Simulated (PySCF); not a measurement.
# CH7FSi2Te: the cost of one run

Computed with PySCF 2.14.0 and routines of our own; the level stands in each step. Atoms count from 0.

## Step 1: The starting structure

12 atoms, charge 0, multiplicity 1; geometry from: GFN2-xTB.

## Step 2: Geometry optimisation at PBE0-D3(BJ)/def2-SVP

Job settings and geometry (Å):

```
{"job": {"xc": "PBE0", "basis": "def2-SVP", "d3": "d3bj", "grid": 1, "maxiter": 30, "shake": 0.01, "kind": "geom"}, "charge": 0, "multiplicity": 1}
F     -0.384080    -0.697590    -1.645570
C     -0.474550    -0.703470    -0.239110
Si    -1.943440     0.421860     0.280450
Si     1.308570    -0.232690     0.414130
Te     2.294080     0.522660    -1.698580
H     -0.692330    -1.736320     0.006140
H     -2.038950     0.279510     1.739270
H     -3.119620    -0.008880    -0.404860
H     -1.593030     1.802650    -0.069130
H      1.871630    -1.419980     1.053320
H      1.114150     0.769380     1.477230
H      3.697250     0.974600    -0.922330
```

Launch:

```sh
OMP_NUM_THREADS=1 python heavy_run.py task.json out
```

The driver reads the jobs from task.json and runs them one after another.

Q: Estimate the wall time and peak memory of this first job on 1 thread of AMD EPYC 9R45, shared host.

About 90 s, with a peak of 0.55 GiB.
